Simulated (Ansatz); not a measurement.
**BF₂HO + H₂S: a complex and its separated parts**

Aim: how far the complex at one end of a reaction step lies below its separated, relaxed parts, level by level.

Method: PBE0-D4/def2-TZVP structures, single points in def2-TZVPP, no counterpoise correction; program: Ansatz 0.2.0, Gaussian basis.

Levels: SPW92, PBE-D4, BLYP-D4, r2SCAN-D4, B97M-V, PBE0-D4, B3LYP-D4, r2SCAN0-D4, BHLYP-D4, CAM-B3LYP-D4, wB97X-V, wB97M-V, B2PLYP, PBE-QIDH, RPA on PBE, Hartree-Fock, MP2, CCSD, CCSD(T).

Cores are frozen in the correlated methods. B3LYP uses VWN-RPA correlation. B2PLYP carries no dispersion term here.

94 further runs of the same task are left out: 94 set aside as unsound or not needed.

## (1) Where the work starts

The complex: 8 atoms, charge 0, spin multiplicity 1.

Atoms are counted from 1 here; the program's logs count them from 0.

Bond lengths: B1–O2 1.347 Å, B1–F3 1.329 Å, B1–F4 1.322 Å, O2–H7 0.960 Å, H5–S6 1.342 Å, S6–H8 1.342 Å. Angles: O2–B1–F3 122.5°, O2–B1–F4 119.2°, F3–B1–F4 118.1°, B1–O2–H7 113.0°, H5–S6–H8 92.4°.

Coordinates:

```mol
BF2H3OS
  3D, bonds by distance, orders not assigned

  8  6  0  0  0  0  0  0  0  0999 V2000
   -0.3417    0.9077   -0.5801 B   0  0
    0.7788    0.9041   -1.3280 O   0  0
   -1.4856    0.3831   -1.0064 F   0  0
   -0.3412    1.5447    0.5779 F   0  0
    1.1171   -0.9293    1.7197 H   0  0
    0.3298   -1.7407    0.9970 S   0  0
    0.6810    0.4147   -2.1479 H   0  0
   -0.7381   -1.4843    1.7677 H   0  0
  1  2  8  0
  1  3  8  0
  1  4  8  0
  2  7  8  0
  5  6  8  0
  6  8  8  0
M  END
```

Its parts: BF₂HO holds atoms 1, 2, 3, 4, 7; H₂S holds atoms 5, 6, 8. Each part counts its atoms afresh in its own runs.

## (2) Relaxing BF₂HO alone

Input file relax-a/in.yaml:

```yaml
crystal:
  periodic: [false, false, false]
  atoms:
    - {symbol: B, position_ang: [-0.341747, 0.907670, -0.580122]}
    - {symbol: O, position_ang: [0.778764, 0.904075, -1.327984]}
    - {symbol: F, position_ang: [-1.485570, 0.383082, -1.006412]}
    - {symbol: F, position_ang: [-0.341212, 1.544697, 0.577932]}
    - {symbol: H, position_ang: [0.680963, 0.414713, -2.147873]}
basis:
  gaussian: {orbitals: def2-TZVP}
hamiltonian: {xc: pbe0, dispersion: d4}
relax: {f_tol: 0.005, max_steps: 200}
```

The run is started by

```
ansatz run in.yaml --threads 4 --pin off --events-out ev --progress --plain --max-ram 9574MiB
```

The runs that follow: Relaxing H₂S alone; SPW92/def2-TZVPP; PBE-D4/def2-TZVPP; BLYP-D4/def2-TZVPP; r2SCAN-D4/def2-TZVPP; B97M-V/def2-TZVPP; PBE0-D4/def2-TZVPP; B3LYP-D4/def2-TZVPP; r2SCAN0-D4/def2-TZVPP; BHLYP-D4/def2-TZVPP; CAM-B3LYP-D4/def2-TZVPP; wB97X-V/def2-TZVPP; wB97M-V/def2-TZVPP; B2PLYP/def2-TZVPP; PBE-QIDH/def2-TZVPP; RPA on PBE/def2-TZVPP; CCSD(T)/def2-TZVPP; Vibrations of BF₂HO; Vibrations of H₂S.

Before running it: what results should come out? Wanted: complex less parts, CCSD(T)/def2-TZVPP; with zero-point energy; largest T1 diagnostic.

As calculated:

| quantity | value |
| --- | --- |
| complex less parts, CCSD(T)/def2-TZVPP | -2.87 kcal/mol |
| with zero-point energy | -2.06 kcal/mol |
| largest T1 diagnostic | 0.012 |

In words: At CCSD(T) the complex lies 2.87 kcal/mol below its parts. PBE-QIDH is the best functional here (+0.22 kcal/mol from CCSD(T)); SPW92 is the worst (-2.41 kcal/mol). Mean unsigned error by rung: LDA 2.41, GGA 0.81, meta-GGA 0.66, hybrid 0.68, range-separated hybrid 0.61, double hybrid 0.52 kcal/mol. PBE-D4 gives a relative energy 0.91 kcal/mol too low, an error of 32 % of the reference. No counterpoise was applied, and triple zeta lacks some correlation, so the CCSD(T) reference has a basis error of its own, and close matches with it are partly luck.
